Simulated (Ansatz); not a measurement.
# B4Ru: from a guess to a relaxed structure, part 2 of 2

Where does this trial cell of B4Ru go when cell and atoms are let free?

Ansatz 0.2.0; DFT PBE, scalar-relativistic, plane waves, PAW. Earlier steps stand in the parts before.

## Step 5: Spin check on a coarse mesh

File input.yaml:

```yaml
crystal:
  lattice:
    - [3.4613378014, 0.0, 0.0]
    - [0.0, 3.4613378014, 0.0]
    - [0.0, 0.0, 3.4613378014]
  atoms:
    - { symbol: B, position: [0.0, 0.0, 0.0] }
    - { symbol: B, position: [0.5, 0.0, 0.0] }
    - { symbol: B, position: [0.0, 0.5, 0.0] }
    - { symbol: B, position: [0.0, 0.0, 0.5] }
    - { symbol: Ru, position: [0.5, 0.5, 0.5], spin: 1.0 }
basis:
  ecutwfc: 420
kpoints:
  mp_grid: { grid: [6, 6, 6] }
hamiltonian:
  xc: pbe
scf:
  occupations: { method: gaussian, width: 0.1 }
  lower_state_search: "off"
output:
  forces: true
  stress: true
  eigenvalues: true
  populations: true
magnetization:
  spin_polarized: true
```

On the command line:

```console
> ansatz run input.yaml --threads 1 --pin off --max-ram 2560MiB --backend cpu --events-out ev --progress --plain --runs-dir out
```

What it wrote, shortened:

```text
[...]
SCF converged after 18 iterations
Magnetization: 0.0000 μB (14.0000 up, 14.0000 down)
Absolute magnetization: 0.0000 μB (∫|ρ↑−ρ↓|, with the PAW one-centre terms)
Spin contamination: 0.0000 ħ² per cell (⟨S²⟩ above its minimum at these occupations)
Per-site moments (μB) at R_I (Å): [(-1.8650027550733933e-7, 0.7139009215387501), (4.3032622085217615e-7, 0.7139009215387501), (4.3032622081583923e-7, 0.7139009215387501), (4.30326220885269e-7, 0.7139009215387501), (2.620766288697341e-6, 1.0096083654307513)]
Free energy (F): -6496.044904 eV
[...]
E sigma→0 (E₀):  -6496.033515 eV
Entropy (-TS):   -0.022777 eV (-4.555 meV/atom)
Fermi energy:    15.465509 eV
[...]
--- Forces (eV/Å), atoms counted from 1 ---
  atom   1  B     -0.00000000     0.00000000    -0.00000000
  atom   2  B     -0.00000000    -0.00000000     0.00000000
  atom   3  B      0.00000000     0.00000000     0.00000000
  atom   4  B      0.00000000    -0.00000000     0.00000000
  atom   5  Ru     0.00000000    -0.00000000     0.00000000
[...]
--- Stress (GPa, compression-positive) ---
       -0.000270       0.000000       0.000000
        0.000000      -0.000270       0.000000
        0.000000       0.000000      -0.000270
  P = ⅓ Tr σ = -0.0003 GPa (-0.003 kbar)
--- Band table (eV; the first three rows and the last of 40) ---
  k-point 0 ↑: bands = ["-57.1522", "-27.2070", "-27.2070", "-27.2070", "-0.0987", "8.1703", "8.1703", "8.1703", "9.6309", "9.6309", "13.7054", "13.7054", "13.7054", "15.4868", "17.4145", "17.4145", "18.0528", "18.0528", "18.0528", "18.9843"]
[...]
--- Löwdin populations: 5 sites ---
  site symbol       q [e]    m [muB]
     0      B      3.3256    -0.0000
     1      B      3.0054     0.0000
     2      B      3.0054     0.0000
     3      B      3.0054     0.0000
     4     Ru     15.5654     0.0000
  spilling = 0.003313 (of n_electrons = 28.000000)
```

It took 9.4 s on 1 thread of Intel Xeon at 2.50GHz (Skylake/Cascade Lake), shared host; peak memory 0.33 GiB.

Site by site:

| atom | Löwdin electrons |
| --- | --- |
| B1 | 3.33 |
| B2 | 3.01 |
| B3 | 3.01 |
| B4 | 3.01 |
| Ru5 | 15.57 |

The same cell is solved with trial moments on Ru. The largest site moment that stays is 0.00 μB and the cell's total 0.00 μB. The workflow keeps spin only above 0.25 μB on a site, so the next run goes without spin.

## Step 6: Relaxation on the finer mesh

The end of the coarse run is made exact in the group found at a tolerance of 0.06 Å and reduced to its primitive cell.

File input.yaml:

```yaml
crystal:
  lattice:
    - [3.4613378014, 0.0, 0.0]
    - [0.0, 3.4613378014, 0.0]
    - [0.0, 0.0, 3.4613378014]
  atoms:
    - { symbol: B, position: [0.0, 0.0, 0.0] }
    - { symbol: B, position: [0.5, 0.0, 0.0] }
    - { symbol: B, position: [0.0, 0.5, 0.0] }
    - { symbol: B, position: [0.0, 0.0, 0.5] }
    - { symbol: Ru, position: [0.5, 0.5, 0.5] }
basis:
  ecutwfc: 420
kpoints:
  mp_grid: { grid: [12, 12, 12] }
hamiltonian:
  xc: pbe
scf:
  occupations: { method: gaussian, width: 0.1 }
output:
  forces: true
  stress: true
  eigenvalues: true
  write_density: true
  write_potential: true
  elf: true
  volumetric_format: npy
relax:
  adjacent_minimum: "off"
  f_tol: 0.01
  max_steps: 80
  cell: { stress_tol: 0.05 }
```

On the command line:

```console
> ansatz run input.yaml --threads 1 --pin off --max-ram 2560MiB --backend cpu --events-out ev --progress --plain --runs-dir out
```

What it wrote, shortened:

```text
Warning: RAYON_NUM_THREADS=1 ignored (pool sized by the plan → 1); use --threads N
[...]
Pseudopotentials: kind: paw
Pseudopotential: B, paw, valence charge 3, recommended cutoff 420 eV (normal), B.paw.azcp
Pseudopotential: Ru, paw, valence charge 16, recommended cutoff 420 eV (normal), Ru.paw.azcp
Functional definition: PBE
[...]
Crystal: 5 atoms, lattice volume = 41.470 Å³
Basis set: ecut = 420 eV, 799 PW (Γ), exchange–correlation on 48×48×48 points (8 copies of the dense FFT grid, shifted against one another)
Bands: 19, of which v1, the nominal top of the filled ones, is band 14 counted from 1 (13 counted from 0)
Symmetry: 48 space group operations
Space group: Pm-3m (ITA 221), of the structure as read, at distance tolerance 3.5e-5 Å
k-points: 84 of 1728
[...]
SCF iter   1: F=—  HF=-6496.099576 eV  |F-HF|=—  |Δ(HF+E_count)|=         —  Δρ=1.01e-2  dr2=4.58e-2  ethr=1.77e-3  ⟨swp⟩=5.6  Hψ=7510  notcnv=0
[...]
  k-point 0: bands = ["-57.1909", "-27.2438", "-27.2438", "-27.2438", "-0.0999", "8.1688", "8.1688", "8.1688", "9.6177", "9.6177", "13.6786", "13.6786", "13.6786", "15.4744", "17.3935", "17.3935", "18.0485", "18.0485", "18.0485"]
[...]
--- Relaxed structure (2 steps of the walk, 2 accepted, 1 SCFs on fresh bases) ---
  F+E_penalty+E_count = -6496.09068976 eV   max|allowed force component| = 1.175e-29 eV/Å   (the final SCF, on the basis selected at the relaxed cell)
  cell:  # Å, volume = 41.4910 Å³
    - [3.4619277694152184, -7.021619588911796e-36, 0.0]
    - [-7.021619588911796e-36, 3.4619277694152184, 1.0030885127016853e-36]
    - [0.0, 1.0030885127016853e-36, 3.4619277694152184]
  atoms:
    - { symbol: B, position: [1.0432725301371873e-36, -4.926564725647829e-37, -2.4632823628239146e-37] }
    - { symbol: B, position: [0.5, -4.202069913052562e-37, -2.4632823628239146e-37] }
    - { symbol: B, position: [3.3616559304420475e-36, 0.5, -1.0142927376333765e-37] }
    - { symbol: B, position: [1.0432725301371873e-36, 2.3183834003048617e-37, 0.5] }
    - { symbol: Ru, position: [0.5, 0.5, 0.5] }
```

Wall time 26 s (1 thread of Intel Xeon at 2.50GHz (Skylake/Cascade Lake), shared host); peak memory 0.39 GiB.

The steps of the relaxation:

| step | E - E(step 1) (eV/cell) | largest force component (eV/Å) | pressure (GPa) | volume (Å³) |
| --- | --- | --- | --- | --- |
| 1 | 0.0000 | 0.0000 | 0.16 | 41.47 |
| 2 | 0.0000 | 0.0000 | 0.05 | 41.49 |
| 3 | 0.0000 | 0.0000 | 0.05 | 41.49 |

Step 1 is the start. Step 3 repeats the geometry before it on a plane-wave basis chosen anew for that cell, so its energy need not be comparable with the rows above.

|  | before | after | change |
| --- | --- | --- | --- |
| a (Å) | 3.461 | 3.462 | 0.0 % |
| b (Å) | 3.461 | 3.462 | 0.0 % |
| c (Å) | 3.461 | 3.462 | 0.0 % |
| volume (Å³/atom) | 8.29 | 8.30 | +0.1 % |
| shortest distance (Å) | 1.731 | 1.731 | 0.0 % |
| space group (0.01 Å) | Pm-3m | Pm-3m | same |

The run keeps the 48 symmetry operations of the start, so it could not have lowered the symmetry.

Density in a lattice plane of the grid's cell (edges 3.46 and 3.46 Å, at 0.500 of the third edge), which holds B and Ru.

Ten even steps from '0' (0.16 e/Å³) to '9' (10.11 e/Å³):
```
000000000000000000000000
000000000000000000000000
000000000000000000000000
000000000000000000000000
000000000011111000000000
000000001123332110000000
000000012345654321000000
000000013568886531000000
000000124689998642100000
000000125789998752100000
000000124689998642100000
000000013568886531000000
000000012345654321000000
000000001123332110000000
000000000011111000000000
000000000000000000000000
000000000000000000000000
000000000000000000000000
000000000000000000000000
000000000000000000000000
```
Columns run along the first of these edges and rows up along the second, over one cell in 24 and 20 even steps from the bottom left corner. Atoms in the plane (fractional): B at (0.00, 1.00), Ru at (0.50, 0.50).

ELF in the same plane.

Ten even steps from ' ' (0.01) to '@' (0.69):
```
    ..==##%%##**==--::......::--==**##%%##==..  
..::==**%%%%##++==--::::::::::--==++##%%%%**==::
++++##%%@@%%##++----::::::::::----++##%%@@%%##++
####%%%%%%##++==------------------==++##%%%%%%##
########**++========++******++========++**######
++++++++========++**##%%%%%%##**++========++++++
------------==++##%%@@@@@@@@@@%%##++==----------
::::::::::--++##@@@@@@%%%%%%@@@@@@##++--::::::::
....::::::==**%%@@@@##++==++##@@@@%%**==::::::..
......::::==**%%@@@@**--..--**@@@@%%**==::::....
....::::::==**%%@@@@##++==++##@@@@%%**==::::::..
::::::::::--++##@@@@@@%%%%%%@@@@@@##++--::::::::
------------==++##%%@@@@@@@@@@%%##++==----------
++++++++========++**##%%%%%%##**++========++++++
########**++========++******++========++**######
####%%%%%%##++==------------------==++##%%%%%%##
++++##%%@@%%##++----::::::::::----++##%%@@%%##++
..::==**%%%%##++==--::::::::::--==++##%%%%**==::
    ..==##%%##**==--::......::--==**##%%##==..  
      --**####**==--::......::--==**####**--    
```
Columns run along the first of these edges and rows up along the second, over one cell in 24 and 20 even steps from the bottom left corner. Atoms in the plane (fractional): B at (0.00, 1.00), Ru at (0.50, 0.50).

Both are smooth fields of the valence electrons: close to the nuclei they are not physical.

Maxima of ELF outside the ion cores: 0.83 on the B–B line, 0.8 Å from B; 0.64 on the B–Ru line, 0.8 Å from B.

## Step 7: Changing settings: occupations.method tetrahedron, mixing.algorithm anderson, mixing.beta 0.1, width left out

File input.yaml:

```yaml
crystal:
  lattice:
    - [3.4619277694, 0.0, 0.0]
    - [0.0, 3.4619277694, 0.0]
    - [0.0, 0.0, 3.4619277694]
  atoms:
    - { symbol: B, position: [0.0, 0.0, 0.0] }
    - { symbol: B, position: [0.5, 0.0, 0.0] }
    - { symbol: B, position: [0.0, 0.5, 0.0] }
    - { symbol: B, position: [0.0, 0.0, 0.5] }
    - { symbol: Ru, position: [0.5, 0.5, 0.5] }
basis:
  ecutwfc: 420
kpoints:
  mp_grid: { grid: [12, 12, 12] }
hamiltonian:
  xc: pbe
scf:
  occupations: { method: tetrahedron }
  mixing: { algorithm: anderson, beta: 0.1 }
output:
  forces: true
  eigenvalues: true
  stress: true
```

On the command line:

```console
> ansatz run input.yaml --threads 1 --pin off --max-ram 2560MiB --backend cpu --events-out ev --progress --plain --runs-dir out
```

What it wrote, shortened:

```text
Warning: output.forces, output.stress, relax.cell or npt_langevin: where a Kohn–Sham band that disperses or a degenerate level is filled in part under the method tetrahedron, the forces or the stress that this run publishes need not agree with its energy (scf.occupations.method in the [...]
Warning: RAYON_NUM_THREADS=1 ignored (pool sized by the plan → 1); use --threads N
[...]
Pseudopotentials: kind: paw
Pseudopotential: B, paw, valence charge 3, recommended cutoff 420 eV (normal), B.paw.azcp
Pseudopotential: Ru, paw, valence charge 16, recommended cutoff 420 eV (normal), Ru.paw.azcp
Functional definition: PBE
[...]
Crystal: 5 atoms, lattice volume = 41.491 Å³
Basis set: ecut = 420 eV, 799 PW (Γ), exchange–correlation on 48×48×48 points (8 copies of the dense FFT grid, shifted against one another)
Bands: 19, of which v1, the nominal top of the filled ones, is band 14 counted from 1 (13 counted from 0)
Symmetry: 48 space group operations
Space group: Pm-3m (ITA 221), of the structure as read, at distance tolerance 3.5e-5 Å
k-points: 84 of 1728
[...]
Stability not checked: this state was not tested for a lower state beside it, because cold or Methfessel-Paxton smearing, or corrected tetrahedra, fill the levels in a way that the test cannot read (fill_not_monotonic; see scf.lower_state_search)
Free energy (F): -6496.086710 eV
[...]
E sigma→0 (E₀):  -6496.086710 eV
Entropy (-TS):   -0.000071 eV (-0.014 meV/atom)
Fermi energy:    15.461555 eV
[...]
--- Forces (eV/Å), atoms counted from 1 ---
  atom   1  B     -0.00000000     0.00000000    -0.00000000
  atom   2  B     -0.00000000    -0.00000000     0.00000000
  atom   3  B     -0.00000000    -0.00000000     0.00000000
  atom   4  B     -0.00000000     0.00000000     0.00000000
  atom   5  Ru     0.00000000     0.00000000    -0.00000000
[...]
--- Stress (GPa, compression-positive) ---
       -0.152535       0.000000       0.000000
        0.000000      -0.152535      -0.000000
        0.000000      -0.000000      -0.152535
  P = ⅓ Tr σ = -0.1525 GPa (-1.525 kbar)
--- Band table (eV; the first three rows and the last of 84) ---
  k-point 0: bands = ["-57.1724", "-27.2261", "-27.2261", "-27.2261", "-0.1033", "8.1644", "8.1644", "8.1644", "9.6215", "9.6215", "13.6913", "13.6913", "13.6913", "15.4744", "17.3979", "17.3979", "18.0446", "18.0446", "18.0446"]
[...]
```

Run time: 8.6 s. Hardware: 1 thread of Intel Xeon at 2.50GHz (Skylake/Cascade Lake), shared host; peak memory 0.36 GiB.

| run | ending | energy change | pressure (GPa) | gap (eV) | force (eV/Å) | cycles | time |
| --- | --- | --- | --- | --- | --- | --- | --- |
| step 6 | converged | 0 | 0.0 | 0.00 | 0.00 | - | 26 s |
| variant | converged | -0.3 meV/atom (σ→0) | -0.2 | 0.00 | 0.00 | 9 | 8.6 s |

Changing the smearing and mixing leaves the energy as it was (-0.3 meV/atom).

## Step 8: Summary of results

This closing draws on all 2 parts. Changes of volume or cell count from the first structure of part 1.

```
                              quantity                                                                      value
symmetry at the end (tolerance 0.05 Å)                                                space group Pm-3m (No. 221)
                     conventional cell  a = 3.462 Å, b = 3.462 Å, c = 3.462 Å, α = 90.00°, β = 90.00°, γ = 90.00°
                                volume                                                               8.30 Å³/atom
              energy over the elements                                                              +1.25 eV/atom
                       gap on the mesh                                                               none (metal)
```

**Reading.** The space group Pm-3m (No. 221) is kept, and the volume per atom shrinks by 24.0 % from the first guess. With a positive formation energy it can't be a ground state. No finished test with a distortion of lower symmetry is shown, so the end may be a saddle point. Other magnetic orders were not searched.
